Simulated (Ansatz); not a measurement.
**SnHBr3: basis-set convergence**

How large a basis does SnHBr3 need? Two functionals are run in growing sets.

Program: Ansatz 0.2.0, Gaussian basis. Level of theory: one geometry, several basis sets. These are calculated values, not measurements.

Levels to be run: PBE0-D4/def2-SVP; ωB97M-V/def2-SVP; PBE0-D4/def2-QZVPP; ωB97M-V/def2-QZVPP; the functionals' def2-TZVPP values are taken from earlier runs.

## 1. The geometry

An earlier PBE0-D4 in a triple-zeta def2 set relaxation fixed the geometry. Sn takes the def2 core potential; no spin-orbit term is included.

SMILES `[Br][SnH]([Br])[Br]`, 5 atoms, charge 0, spin multiplicity 1.

Atoms are counted from 1 here; the program's logs count them from 0.

Bond lengths: Br1–Sn2 2.454 Å, Sn2–Br3 2.454 Å, Sn2–Br4 2.454 Å, Sn2–H5 1.696 Å. Angles: Br1–Sn2–Br3 108.1°, Br1–Sn2–Br4 108.1°, Br1–Sn2–H5 110.8°, Br3–Sn2–Br4 108.1°, Br3–Sn2–H5 110.8°, Br4–Sn2–H5 110.8°.

## 2. PBE0-D4 in def2-SVP

File in.yaml:

```yaml
crystal:
  periodic: [false, false, false]
  atoms:
    - {symbol: Br, position_ang: [-1.501817, 0.519248, 1.770709]}
    - {symbol: Sn, position_ang: [0.136059, 0.118925, -0.012346]}
    - {symbol: Br, position_ang: [1.188982, -2.060141, 0.394299]}
    - {symbol: Br, position_ang: [-1.072494, -0.003785, -2.144656]}
    - {symbol: H, position_ang: [1.299170, 1.352153, -0.049406]}
basis:
  gaussian: {orbitals: def2-SVP}
hamiltonian: {xc: pbe0, dispersion: d4}
output: {orbitals: {seedname: orbitals}}
```

On the command line:

```console
$ ansatz run in.yaml --threads 4 --pin off --events-out ev --progress --plain --max-ram 10444MiB
```

Log:

```text
Functional definition: PBE0
  name "PBE0"
  cite "Adamo & Barone, J. Chem. Phys. 110, 6158 (1999) doi:10.1063/1.478522"
  cite "Perdew, Burke & Ernzerhof, Phys. Rev. Lett. 77, 3865 (1996) doi:10.1103/PhysRevLett.77.3865"
  parent pbe
  parameter a = 0.25
  parameter kappa = 0.804
  parameter beta = 0.06672455060314922
  exchange = (1 - a)*pbe_x(kappa = kappa, mu = beta*pi^2/3) + a*exact_x
  correlation = pbe_c(beta = beta)
1302 factors; integrals over basis functions are off by at most 3.9e-4 eV
mean field evaluation 1: about -215939.9454 eV, gradient 1.6e1 eV
mean field evaluation 2: about -215939.5049 eV, gradient 2.1e1 eV
mean field evaluation 4: about -215940.6998 eV, gradient 2.5e-1 eV
mean field evaluation 8: about -215940.7245 eV, gradient 1.3e-2 eV
mean field -215940.72448665 eV, -7935.6752550043 hartree, gradient 6.0e-5 eV, S^2 0.000000; 0 other end points of the search recorded, 0 dependent functions left out
reference -215940.72451409 eV, -7935.6752560125 hartree; 64, 64 occupied and 63, 63 virtual orbitals, 1302 factors
Total energy: -215940.91198099 eV, -7935.6821452940 hartree
```

It took 5.5 s on 4 threads of Intel Xeon at 2.50GHz, shared host.

## 3. ωB97M-V in def2-SVP

in.yaml: that of step 2 with these lines changed.

```diff
@@ -10,3 +10,3 @@
   gaussian: {orbitals: def2-SVP}
-hamiltonian: {xc: pbe0, dispersion: d4}
+hamiltonian: {xc: {name: wB97M-V}}
 output: {orbitals: {seedname: orbitals}}
```

Same command.

Log, shortened:

```text
Functional definition: wB97M-V
  name "wB97M-V"
  cite "Mardirossian & Head-Gordon, J. Chem. Phys. 144, 214110 (2016) doi:10.1063/1.4952647"
  cite "Becke, J. Chem. Phys. 107, 8554 (1997) doi:10.1063/1.475007"
  cite "Vydrov & Van Voorhis, J. Chem. Phys. 133, 244103 (2010) doi:10.1063/1.3521275"
  # Of w^i u^j: cxij and so on, Table III.
[...]
  gx(w, u) = 1 - cx + cx01*u + cx10*w
  gss(w, u) = css00 + css04*u^4 + css10*w + css20*w^2 + css43*w^4*u^3
  gos(w, u) = cos00 + cos10*w + (cos20 + cos21*u)*w^2 + (cos60 + cos61*u)*w^6
[...]
      + integral(e_c_pw_mod_opposite_spin*gos(b97_w_opposite, b97_u_opposite)) + vv10(b, c)
1302 factors; integrals over basis functions are off by at most 3.9e-4 eV
249 factors; integrals over basis functions are off by at most 3.0e-6 eV
[...]
mean field -215951.94081617 eV, -7936.0874475114 hartree, gradient 5.9e-5 eV, S^2 0.000000; 0 other end points of the search recorded, 0 dependent functions left out
reference -215951.94085646 eV, -7936.0874489921 hartree; 64, 64 occupied and 63, 63 virtual orbitals, 1302 factors
Total energy: -215951.94085646 eV, -7936.0874489921 hartree
```

Run time: 14 s. Hardware: 4 threads of Intel Xeon at 2.50GHz, shared host; peak memory 0.55 GiB.

## 4. PBE0-D4 in def2-QZVPP

in.yaml: that of step 3 with these lines changed.

```diff
@@ -9,4 +9,4 @@
 basis:
-  gaussian: {orbitals: def2-SVP}
-hamiltonian: {xc: {name: wB97M-V}}
+  gaussian: {orbitals: "def2-QZVPP.json"}
+hamiltonian: {xc: pbe0, dispersion: d4}
 output: {orbitals: {seedname: orbitals}}
```

Same command.

Log:

```text
Functional definition: PBE0
  name "PBE0"
  cite "Adamo & Barone, J. Chem. Phys. 110, 6158 (1999) doi:10.1063/1.478522"
  cite "Perdew, Burke & Ernzerhof, Phys. Rev. Lett. 77, 3865 (1996) doi:10.1103/PhysRevLett.77.3865"
  parent pbe
  parameter a = 0.25
  parameter kappa = 0.804
  parameter beta = 0.06672455060314922
  exchange = (1 - a)*pbe_x(kappa = kappa, mu = beta*pi^2/3) + a*exact_x
  correlation = pbe_c(beta = beta)
2176 factors; their error is unknown
mean field evaluation 1: about -215969.6696 eV, gradient 1.8e1 eV
mean field evaluation 2: about -215969.5393 eV, gradient 2.0e1 eV
mean field evaluation 4: about -215970.3348 eV, gradient 7.2e-1 eV
mean field evaluation 8: about -215970.9402 eV, gradient 5.0e-2 eV
mean field -215970.94024850 eV, -7936.7856637714 hartree, gradient 2.0e-5 eV, S^2 0.000000; 0 other end points of the search recorded, 0 dependent functions left out
reference -215970.94027974 eV, -7936.7856649193 hartree; 64, 64 occupied and 315, 315 virtual orbitals, 2176 factors
Total energy: -215971.12774664 eV, -7936.7925542008 hartree
```

It took 26 s on 4 threads of Intel Xeon at 2.50GHz, shared host; peak memory 2.2 GiB.

## 5. ωB97M-V in def2-QZVPP

in.yaml: that of step 4 with these lines changed.

```diff
@@ -10,3 +10,3 @@
   gaussian: {orbitals: "def2-QZVPP.json"}
-hamiltonian: {xc: pbe0, dispersion: d4}
+hamiltonian: {xc: {name: wB97M-V}}
 output: {orbitals: {seedname: orbitals}}
```

Same command.

Log, shortened:

```text
Functional definition: wB97M-V
  name "wB97M-V"
  cite "Mardirossian & Head-Gordon, J. Chem. Phys. 144, 214110 (2016) doi:10.1063/1.4952647"
  cite "Becke, J. Chem. Phys. 107, 8554 (1997) doi:10.1063/1.475007"
  cite "Vydrov & Van Voorhis, J. Chem. Phys. 133, 244103 (2010) doi:10.1063/1.3521275"
  # Of w^i u^j: cxij and so on, Table III.
[...]
  gx(w, u) = 1 - cx + cx01*u + cx10*w
  gss(w, u) = css00 + css04*u^4 + css10*w + css20*w^2 + css43*w^4*u^3
  gos(w, u) = cos00 + cos10*w + (cos20 + cos21*u)*w^2 + (cos60 + cos61*u)*w^6
[...]
      + integral(e_c_pw_mod_opposite_spin*gos(b97_w_opposite, b97_u_opposite)) + vv10(b, c)
2066 factors; their error is unknown
259 factors; integrals over basis functions are off by at most 4.9e-5 eV
[...]
mean field -215981.88071503 eV, -7937.1877185004 hartree, gradient 7.1e-5 eV, S^2 0.000000; 0 other end points of the search recorded, 0 dependent functions left out
reference -215981.88076577 eV, -7937.1877203651 hartree; 64, 64 occupied and 315, 315 virtual orbitals, 2066 factors
Total energy: -215981.88076577 eV, -7937.1877203651 hartree
```

Wall time 43 s (4 threads of Intel Xeon at 2.50GHz, shared host); peak memory 2.5 GiB.

## 6. Functionals by basis

The def2-TZVPP values come from earlier runs at the same geometry.

```tsv
functional	basis	functions	energy (eV)	from the largest (eV)	HOMO (eV)	LUMO (eV)
PBE0-D4	def2-SVP	127	-215940.9120	30.216	-8.56	-2.49
PBE0-D4	def2-TZVPP	208	-215966.7631	4.365	-8.68	-2.60
PBE0-D4	def2-QZVPP	379	-215971.1277	0.000	-8.70	-2.61
ωB97M-V	def2-SVP	127	-215951.9409	29.940	-10.74	-0.48
ωB97M-V	def2-TZVPP	208	-215977.6728	4.208	-10.89	-0.67
ωB97M-V	def2-QZVPP	379	-215981.8808	0.000	-10.90	-0.72
```

## 7. Outcome

| quantity | value |
| --- | --- |
| PBE0-D4: double and triple zeta above quadruple | 30.22, 4.36 eV |
| ωB97M-V: double and triple zeta above quadruple | 29.94, 4.21 eV |

PBE0-D4 gains 25.85 eV from double to triple zeta, then 4.36 eV more. These are total energies; as a rule much of such shifts cancels in differences, which this series doesn't test.

For PBE0-D4 the largest set took about 5 times as long as the smallest (26 s against 5.5 s).
